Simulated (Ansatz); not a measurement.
# BaO (SMILES [O][Ba]): a chain of runs

Wanted: a series of 30 runs (PBE/def2-SVP, UPBE/def2-SVP, B3LYP-D4/def2-TZVP, UB3LYP-D4/def2-TZVP, SVWN5/def2-TZVP, USVWN5/def2-TZVP, CCSD(T)/def2-TZVP, PBE-D3(BJ)/def2-TZVP, and more) of BaO. 

Program for the calculation: Ansatz 0.2.0.

### Step 1. The molecule

BaO: 2 atoms, total charge 0, spin state singlet. SMILES: `[O][Ba]`. The coordinates come from a PBE0-D4/def2-TZVP relaxation. The run starts from this shape.

Bond lengths: O1–Ba2 1.925 Å.

### Step 2. A geometry optimisation at PBE/def2-SVP (core potential) (run 1)

job.yaml reads:

```yaml
crystal:
  periodic: [false, false, false]
  atoms:
    - symbol: O
      position_ang: [0.000000, -0.000000, 0.087670]
    - symbol: Ba
      position_ang: [-0.000000, 0.000000, 2.013040]
basis:
  gaussian:
    orbitals: def2-SVP
hamiltonian:
  xc: pbe
relax:
  f_tol: 0.002
output:
  orbitals: {seedname: orbitals}
```

Launch:

```sh
ansatz run job.yaml --threads 1 --pin off --max-ram 3480MiB --events-out events.jsonl --progress --plain --runs-dir runs
```

Standard output:

```text
Warning: RAYON_NUM_THREADS=1 ignored (pool sized by the plan → 1); use --threads N
The last accepted step is kept in runs//last_step.txt (removed where the run ends without a failure and the disk answers)
[... 6 lines left out ...]
406 factors; their error is unknown
[... 10 lines left out ...]
406 factors; their error is unknown
[... 5 lines left out ...]
406 factors; their error is unknown
[... 5 lines left out ...]
406 factors; their error is unknown
[... 3 lines left out ...]
Total energy: -2736.98120835 eV, -100.5822042143 hartree
[... 2 lines left out ...]
Dipole moment:    -0.000000     0.000000     1.456236 e Å
```

Wall time 3 s (1 thread of Intel Xeon 6975P-C (Granite Rapids), shared host); peak memory 0.12 GiB.

Step by step:

| step | energy from the first frame kept (eV) | largest force (eV/Å) |
| --- | --- | --- |
| 1 | 0.0000 | 1.3911 |
| 2 | -0.0369 | 0.1043 |
| 3 | -0.0372 | 0.0005 |

After the run. Bond lengths: O1–Ba2 1.981 Å.

### Step 3. Vibrational wavenumbers at PBE/def2-SVP (core potential) (run 2)

input.yaml reads:

```yaml
basis:
  gaussian:
    orbitals: def2-SVP
crystal:
  periodic: [false, false, false]
  atoms:
    - {symbol: O, position_ang: [0.000000, 0.000000, 0.059978]}
    - {symbol: Ba, position_ang: [-0.000000, -0.000000, 2.040732]}
hamiltonian:
  xc: pbe
phonons:
  temperatures: {t_min: 298.15, t_max: 298.15, t_step: 1}
```

Launch:

```sh
ansatz run input.yaml --threads 1 --pin off --max-ram 3480MiB --events-out events.jsonl --progress --plain --runs-dir runs
```

Standard output:

```text
Warning: RAYON_NUM_THREADS=1 ignored (pool sized by the plan → 1); use --threads N
[... 21 lines left out ...]
406 factors; their error is unknown
[... 15 lines left out ...]
406 factors; their error is unknown
[... 10 lines left out ...]
406 factors; their error is unknown
[... 4 lines left out ...]
406 factors; their error is unknown
[... 4 lines left out ...]
406 factors; their error is unknown
[... 4 lines left out ...]
406 factors; their error is unknown
[... 5 lines left out ...]
406 factors; their error is unknown
[... 4 lines left out ...]
406 factors; their error is unknown
[... 6 lines left out ...]
Dipole moment:     0.000000     0.000000     1.456235 e Å
Vibrations: 653.79 cm⁻¹, zero-point energy 0.040530 eV
```

It took 6.3 s on 1 thread of Intel Xeon 6975P-C (Granite Rapids), shared host; peak memory 0.11 GiB.

Runs 3 to 5 aren't shown in full; the table further down has their settings and results.

### Step 4. Vibrational wavenumbers at B3LYP-D4/def2-TZVP (core potential) (run 6)

run.yaml reads:

```yaml
crystal:
  periodic: [false, false, false]
  atoms:
    - {symbol: O, position_ang: [-0.000000, 0.000000, 0.077251]}
    - {symbol: Ba, position_ang: [0.000000, -0.000000, 2.023459]}
basis:
  gaussian:
    orbitals: def2-TZVP
hamiltonian:
  xc: {name: B3LYP}
  dispersion: d4
phonons:
  temperatures: {t_min: 298.15, t_max: 298.15, t_step: 1}
```

Launch:

```sh
ansatz run run.yaml --threads 1 --pin off --max-ram 3480MiB --events-out events.jsonl --progress --plain --runs-dir runs
```

Standard output:

```text
Warning: RAYON_NUM_THREADS=1 ignored (pool sized by the plan → 1); use --threads N
[... 22 lines left out ...]
438 factors; their error is unknown
[... 15 lines left out ...]
438 factors; their error is unknown
[... 10 lines left out ...]
438 factors; their error is unknown
[... 4 lines left out ...]
438 factors; their error is unknown
[... 4 lines left out ...]
438 factors; their error is unknown
[... 4 lines left out ...]
438 factors; their error is unknown
[... 5 lines left out ...]
438 factors; their error is unknown
[... 4 lines left out ...]
438 factors; their error is unknown
[... 6 lines left out ...]
Dipole moment:    -0.000000    -0.000000     1.631728 e Å
Vibrations: 672.59 cm⁻¹, zero-point energy 0.041695 eV
```

It took 9.3 s on 1 thread of Intel Xeon 6975P-C (Granite Rapids), shared host; peak memory 0.14 GiB.

Runs 7 to 29 aren't shown in full; the table further down has their settings and results.

### Step 5. The doublet cation: a structure relaxation at U-wB97X-V/def2-TZVP (core potential) (run 30)

in.yaml reads:

```yaml
crystal:
  periodic: [false, false, false]
  atoms:
    - {symbol: O, position_ang: [-0.000000, 0.000000, 0.089795]}
    - {symbol: Ba, position_ang: [0.000000, -0.000000, 2.010915]}
basis:
  gaussian: {orbitals: def2-TZVP}
total_charge: 1
magnetization: {spin_polarized: true, initial_magnetization: 1}
hamiltonian: {xc: {name: wB97X-V}}
relax: {}
```

Launch:

```sh
ansatz run in.yaml --threads 1 --pin off --max-ram 3480MiB --events-out events.jsonl --progress --plain --runs-dir runs
```

Standard output, shortened:

```text
Warning: RAYON_NUM_THREADS=1 ignored (pool sized by the plan → 1); use --threads N
[... 1 set-up line as earlier in the session ...]
[... 15 lines left out ...]
438 factors; their error is unknown
[... 11 lines left out ...]
438 factors; their error is unknown
[... 7 lines left out ...]
438 factors; their error is unknown
[... 5 lines left out ...]
438 factors; their error is unknown
[... 5 lines left out ...]
Total energy: -2733.97925528 eV, -100.4718844739 hartree
[... 2 lines left out ...]
Dipole moment:     0.000000     0.000000     1.293469 e Å
```

It took 47 s on 1 thread of Intel Xeon 6975P-C (Granite Rapids), shared host; peak memory 0.31 GiB.

The path in brief:

| step | energy from the first frame kept (eV) | largest force (eV/Å) |
| --- | --- | --- |
| 1 | 0.0000 | 2.8489 |
| 2 | -0.1729 | 0.6496 |
| 3 | -0.1851 | 0.0081 |

After the run. Bond lengths: O1–Ba2 2.061 Å.

### Step 6. The series

| run | level | task | walk f tol | partner | energy (Eh) | dipole moment (D) | wall time |
| --- | --- | --- | --- | --- | --- | --- | --- |
| 1 | PBE/def2-SVP (core potential) | optimise | 0.002 | base | -100.582204 | 6.99 | 3 s |
| 2 | PBE/def2-SVP (core potential) | frequencies | – | base | -100.582204 | 6.99 | 6.3 s |
| 3 | UPBE/def2-SVP (core potential) | energy | – | cation | -100.323860 | – | 2.5 s |
| 4 | UPBE/def2-SVP (core potential) | optimise | – | cation | -100.327909 | – | 11 s |
| 5 | B3LYP-D4/def2-TZVP (core potential) | optimise | 0.002 | base | -100.768019 | 7.84 | 4.8 s |
| 6 | B3LYP-D4/def2-TZVP (core potential) | frequencies | – | base | -100.768019 | 7.84 | 9.3 s |
| 7 | UB3LYP-D4/def2-TZVP (core potential) | energy | – | cation | -100.517998 | – | 3.3 s |
| 8 | UB3LYP-D4/def2-TZVP (core potential) | optimise | – | cation | -100.523039 | – | 20 s |
| 9 | SVWN5/def2-TZVP (core potential) | optimise | 0.002 | base | -100.163012 | 7.13 | 2.5 s |
| 10 | SVWN5/def2-TZVP (core potential) | frequencies | – | base | -100.163012 | 7.13 | 6.3 s |
| 11 | USVWN5/def2-TZVP (core potential) | energy | – | cation | -99.892346 | – | 1.3 s |
| 12 | USVWN5/def2-TZVP (core potential) | optimise | – | cation | -99.894201 | – | 4.5 s |
| 13 | CCSD(T)/def2-TZVP (core potential) | optimise | 0.002 | base | -100.441977 | 7.96 | 66 s |
| 14 | CCSD(T)/def2-TZVP (core potential) | frequencies | – | base | -100.441977 | 7.96 | 3.3 min |
| 15 | PBE-D3(BJ)/def2-TZVP (core potential) | optimise | 0.002 | base | -100.706051 | 7.28 | 3.6 s |
| 16 | PBE-D3(BJ)/def2-TZVP (core potential) | frequencies | – | base | -100.706051 | 7.28 | 7.2 s |
| 17 | UPBE-D3(BJ)/def2-TZVP (core potential) | energy | – | cation | -100.449553 | – | 3.3 s |
| 18 | UPBE-D3(BJ)/def2-TZVP (core potential) | optimise | – | cation | -100.452264 | – | 9.3 s |
| 19 | r2SCAN/def2-TZVP (core potential) | optimise | 0.002 | base | -100.727404 | 7.62 | 6.3 s |
| 20 | r2SCAN/def2-TZVP (core potential) | frequencies | – | base | -100.727404 | 7.62 | 14 s |
| 21 | U-r2SCAN/def2-TZVP (core potential) | energy | – | cation | -100.484528 | – | 2.9 s |
| 22 | U-r2SCAN/def2-TZVP (core potential) | optimise | – | cation | -100.488326 | – | 18 s |
| 23 | wB97M-V/def2-TZVPD (core potential) | optimise | 0.002 | base | -100.660708 | 8.36 | 23 s |
| 24 | wB97M-V/def2-TZVPD (core potential) | frequencies | – | base | -100.660708 | 8.36 | 35 s |
| 25 | U-wB97M-V/def2-TZVPD (core potential) | energy | – | cation | -100.414580 | – | 18 s |
| 26 | U-wB97M-V/def2-TZVPD (core potential) | optimise | – | cation | -100.421727 | – | 73 s |
| 27 | wB97X-V/def2-TZVP (core potential) | optimise | 0.002 | base | -100.707176 | 8.29 | 15 s |
| 28 | wB97X-V/def2-TZVP (core potential) | frequencies | – | base | -100.707176 | 8.29 | 32 s |
| 29 | U-wB97X-V/def2-TZVP (core potential) | energy | – | cation | -100.465083 | – | 11 s |
| 30 | U-wB97X-V/def2-TZVP (core potential) | optimise | – | cation | -100.471884 | – | 47 s |

### Step 7. Results

```
                                                                                     quantity          value
                                              doublet cation, run 30: total energy at the end  -100.47188 Eh
                                                          doublet cation, run 30: bond length        2.061 Å
                                                                 doublet cation, run 30: ⟨S²⟩          0.755
                       vertical ionisation energy (to the doublet cation), B3LYP-D4/def2-TZVP       6.803 eV
                          vertical ionisation energy (to the doublet cation), SVWN5/def2-TZVP       7.365 eV
                       vertical ionisation energy (to the doublet cation), wB97M-V/def2-TZVPD       6.697 eV
                        vertical ionisation energy (to the doublet cation), wB97X-V/def2-TZVP       6.588 eV
        adiabatic ionisation energy (to the doublet cation, no zero-point term), PBE/def2-SVP       6.920 eV
  adiabatic ionisation energy (to the doublet cation, no zero-point term), B3LYP-D4/def2-TZVP       6.666 eV
     adiabatic ionisation energy (to the doublet cation, no zero-point term), SVWN5/def2-TZVP       7.315 eV
adiabatic ionisation energy (to the doublet cation, no zero-point term), PBE-D3(BJ)/def2-TZVP       6.906 eV
```

**Reading.** At B3LYP-D4/def2-TZVP: removing an electron at fixed nuclei costs 6.80 eV (656 kJ/mol). At SVWN5/def2-TZVP: the vertical ionisation energy comes to 7.37 eV (711 kJ/mol). At wB97M-V/def2-TZVPD: removing an electron at fixed nuclei costs 6.70 eV (646 kJ/mol). At wB97X-V/def2-TZVP: the vertical ionisation energy comes to 6.59 eV (636 kJ/mol). At PBE/def2-SVP: the adiabatic ionisation energy (to the doublet cation, no zero-point term) is 6.92 eV (668 kJ/mol). At B3LYP-D4/def2-TZVP: the adiabatic ionisation energy (to the doublet cation, no zero-point term) is 6.67 eV (643 kJ/mol). Totals of different functionals can't be ranked against each other. All runs together took 11 min, the longest 3.3 min.
